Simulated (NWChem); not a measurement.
# SnHBrO (SMILES [OH][Sn][Br]) at SSB-D/6-311+G(d,p)/LANL2DZ (core potential)

What is the adiabatic ionisation energy of SnHBrO at SSB-D/6-311+G**/LANL2DZ (core potential)? 

The results are computed with NWChem 7.3.0.

2 further runs of the same task are left out: 2 set aside as unsound or not needed.

### 1 The molecule

SnHBrO: 4 atoms, total charge 0, spin state singlet. SMILES: `[OH][Sn][Br]`. Geometry: relaxed at PBE0-D4/def2-TZVP. The run starts from this shape.

Bond lengths: O1–Sn2 1.975 Å, Sn2–Br3 2.517 Å, O1–H4 0.962 Å. Angles: O1–Sn2–Br3 94.6°, Sn2–O1–H4 114.8°.

### 2 A structure relaxation at SSB-D/6-311+G(d,p)/LANL2DZ (core potential)

job.nw

```
start job
memory 2200 mb

geometry units angstrom
O     -0.446300     0.542400    -0.727800
Sn    -0.328800    -0.563500     0.903900
Br     2.164200    -0.876400     0.756300
H     -1.333500     0.837200    -0.952800
end

basis "ao basis" spherical bse
* library 6-311+G** except Br Sn
Br library LANL2DZ
Sn library LANL2DZ
end

ecp bse
Sn library LANL2DZ
Br library LANL2DZ
end

dft
xc ssb-d
grid coarse
maxiter 100
print low
end

driver
maxiter 60
end

freq
temp 1 273.15
end

task dft optimize
task dft frequencies
```

Launch:

```console
nwchem job.nw > job.out
```

The log of the run:

```text
[...]
 Group name             Cs
[...]
 d= 0,ls=0.0,diis     1    -93.0108862141 -1.23D+02  5.96D-02  1.20D+00     0.2
[...]
         Total DFT energy =      -93.119658256889
[...]
@    0     -93.11965826  0.0D+00  0.01825  0.00787  0.00000  0.00000      1.1
[...]
         Total DFT energy =      -93.120529749689
[...]
@    1     -93.12126459 -1.6D-03  0.00784  0.00358  0.04267  0.08901      2.4
[...]
@    3     -93.12140538 -3.5D-05  0.00101  0.00057  0.00624  0.01356      4.7
[...]
         Total DFT energy =      -93.121412169752
[...]
@    4     -93.12141217 -6.8D-06  0.00020  0.00012  0.00209  0.00495      5.8
[...]
         Total DFT energy =      -93.121412926426
[...]
         Total DFT energy =    -93.121412926426
                         DFT ENERGY GRADIENTS
    atom               coordinates                        gradient
                 x          y          z           x          y          z
   1 O       2.990028   2.531006   0.000000    0.000047  -0.000187   0.000000
   2 Sn     -0.663301   1.708368   0.000000    0.000088   0.000168   0.000000
   3 Br      0.080806  -3.169758   0.000000    0.000004  -0.000087   0.000000
   4 H       3.513989   4.264747   0.000000   -0.000139   0.000106   0.000000
[...]
@    5     -93.12141293 -7.6D-07  0.00015  0.00009  0.00081  0.00172      6.5
[...]
      Optimization converged
[...]
@    5     -93.12141293 -7.6D-07  0.00015  0.00009  0.00081  0.00172      6.5
[...]
 d= 0,ls=0.0,diis     4    -93.1216599213 -6.83D-08  3.88D-06  8.24D-08     8.3
         Total DFT energy =      -93.121659921290
      One electron energy =     -189.215131510652
           Coulomb energy =       80.237275455133
    Exchange-Corr. energy =      -13.200386229467
 Nuclear repulsion energy =       29.057770246033
    Dispersion correction =       -0.001187882337
[...]
 Normal Eigenvalue ||           Projected Infra Red Intensities
  Mode   [cm**-1]  || [atomic units] [(debye/angs)**2] [(KM/mol)] [arbitrary]
 ------ ---------- || -------------- ----------------- ---------- -----------
    1       -0.000 ||    0.001817           0.042         1.771       0.512
    2        0.000 ||    0.002162           0.050         2.107       0.609
    3        0.000 ||    0.000898           0.021         0.876       0.253
    4        0.000 ||    0.000005           0.000         0.005       0.001
    5        0.000 ||    0.001448           0.033         1.412       0.408
    6        0.000 ||    0.000982           0.023         0.958       0.277
    7      138.375 ||    0.000371           0.009         0.362       0.105
    8      222.661 ||    0.029243           0.675        28.508       8.238
    9      412.501 ||    0.142398           3.285       138.817      40.112
   10      508.337 ||    0.119209           2.750       116.211      33.580
   11      643.171 ||    0.047310           1.091        46.120      13.327
   12     3881.280 ||    0.080158           1.849        78.142      22.580
 ----------------------------------------------------------------------------
[...]
```

It took 37 s on 1 thread of AMD EPYC 9B45 (Zen 5), shared host; peak memory 0.16 GiB.

The path in brief:

```
step  energy from the first frame kept (eV)
   0                                 0.0000
   1                                -0.0437
   2                                -0.0466
   3                                -0.0475
   4                                -0.0477
   5                                -0.0477
```

After the run. Bond lengths: O1–Sn2 1.982 Å, Sn2–Br3 2.611 Å, O1–H4 0.958 Å. Angles: O1–Sn2–Br3 94.0°, Sn2–O1–H4 119.5°.

### 3 The doublet cation, same level

brhosn.nw

```
echo
start brhosn
title "BrHOSn"
memory total 2200 mb
charge 1
geometry units angstrom noautosym
  zmatrix
    O
    Sn 1 1.974656
    Br 2 2.516891 1 94.59464
    H 1 0.96159 2 114.83118 3 179.92668
  end
end
basis spherical bse
  * library 6-311+G** except Br Sn
  Br library LANL2DZ
  Sn library LANL2DZ
end
ecp bse
  Sn library LANL2DZ
  Br library LANL2DZ
end
dft
  xc ssb-d
  mult 2
  grid coarse
  iterations 150
  noprint "final vectors analysis"
end
driver
  maxiter 60
end
freq
  temp 1 273.15
end
task dft optimize
task dft frequencies
```

Launch:

```console
nwchem brhosn.nw > brhosn.out
```

The log of the run:

```text
[...]
          Wavefunction type:  spin polarized.
          No. of atoms     :     4
          No. of electrons :    19
[...]
          Charge           :     1
          Spin multiplicity:     2
[...]
          AO basis - number of functions:    44
[...]
              XC Information
              --------------
                        SSB-D Method XC Functional
                        Slater Exchange Functional  1.080 local
                         SSB-1 Exchange Functional  1.000 non-local
                           KT1 gradient correction  0.359 non-local
            Perdew 1991 LDA Correlation Functional  1.000 local
              simplified PBE Correlation Potential  1.000 non-local
[...]
 d= 0,ls=0.0,diis     1    -92.3429295985 -1.22D+02  5.07D-02  8.98D-01     0.2
[...]
         Total DFT energy =      -92.764908355773
[...]
  wavefunction    = open shell
[...]
@    0     -92.76490836  0.0D+00  0.01355  0.00803  0.00000  0.00000     11.8
[...]
         Total DFT energy =      -92.767756438407
[...]
@    1     -92.76919371 -4.3D-03  0.01505  0.00707  0.16152  0.32302     14.0
[...]
@    5     -92.76996263 -2.9D-06  0.00030  0.00017  0.00171  0.00368     20.5
[...]
         Total DFT energy =    -92.769965362303
[...]
@    6     -92.76996536 -2.7D-06  0.00006  0.00003  0.00454  0.00784     21.7
[...]
         Total DFT energy =      -92.769965366500
[...]
         Total DFT energy =    -92.769965366500
[...]
                         DFT ENERGY GRADIENTS
    atom               coordinates                        gradient
                 x          y          z           x          y          z
   1 O      -2.016474  -0.000972  -3.523931    0.000013   0.000000   0.000007
   2 Sn     -1.514551  -0.000150   0.068820    0.000056   0.000000   0.000008
   3 Br      3.218840   0.000400   0.955192   -0.000055  -0.000000  -0.000007
   4 H      -3.586823  -0.001298  -4.451168   -0.000014  -0.000000  -0.000008
[...]
@    7     -92.76996537 -4.2D-09  0.00006  0.00002  0.00009  0.00016     22.4
[...]
      Optimization converged
[...]
@    7     -92.76996537 -4.2D-09  0.00006  0.00002  0.00009  0.00016     22.4
[...]
 d= 0,ls=0.0,diis     6    -92.7701929177 -1.29D-08  1.18D-06  3.52D-09    26.8
[...]
         Total DFT energy =      -92.770192917714
      One electron energy =     -183.810749078096
           Coulomb energy =       75.186366771712
    Exchange-Corr. energy =      -12.904652601013
 Nuclear repulsion energy =       28.759895324053
    Dispersion correction =       -0.001053334370
[...]
      <S2> =      0.7532 (Exact =     0.7500)
[...]
```

Run time: 85 s. Hardware: 1 thread of AMD EPYC 9B45 (Zen 5), shared host; peak memory 0.16 GiB.

Step by step:

| step | energy from the first frame kept (eV) |
| --- | --- |
| 0 | 0.0000 |
| 1 | -0.1166 |
| 2 | -0.1324 |
| 3 | -0.1366 |
| 4 | -0.1375 |
| 5 | -0.1375 |
| 6 | -0.1376 |
| 7 | -0.1376 |

After the run. Bond lengths: O1–Sn2 1.920 Å, Sn2–Br3 2.548 Å, O1–H4 0.965 Å. Angles: O1–Sn2–Br3 108.6°, Sn2–O1–H4 128.5°.

### 4 Summary of results

At SSB-D/6-311+G**/LANL2DZ (core potential):

| quantity | value |
| --- | --- |
| singlet SnHBrO: total energy at the end | -93.12166 Eh |
| singlet SnHBrO: dispersion energy | -3.12 kJ/mol |
| singlet SnHBrO: lowest harmonic wavenumber | 138 cm⁻¹ |
| singlet SnHBrO: highest harmonic wavenumber | 3881 cm⁻¹ |
| singlet SnHBrO: zero-point energy | 34.7 kJ/mol |
| singlet SnHBrO: ideal-gas entropy at 273.15 K (symmetry number 1 as used) | 74.8 cal/(mol K) |
| doublet cation: total energy at the end | -92.77019 Eh |
| doublet cation: dispersion energy | -2.77 kJ/mol |
| doublet cation: ⟨S²⟩ | 0.753 |
| doublet cation: lowest harmonic wavenumber | 114 cm⁻¹ |
| doublet cation: highest harmonic wavenumber | 3807 cm⁻¹ |
| doublet cation: zero-point energy | 34.5 kJ/mol |
| adiabatic ionisation energy (to the doublet cation, no zero-point term) | 9.564 eV |

What this shows: The adiabatic ionisation energy (to the doublet cation, no zero-point term) is 9.56 eV (923 kJ/mol). All 6 modes (singlet SnHBrO) are real, so the shape is a minimum at this level. The optimisation (singlet SnHBrO) took 6 steps and changed the energy by -0.048 eV. All 6 modes (doublet cation) are real, so the shape is a minimum at this level. The optimisation (doublet cation) took 8 steps and changed the energy by -0.138 eV.
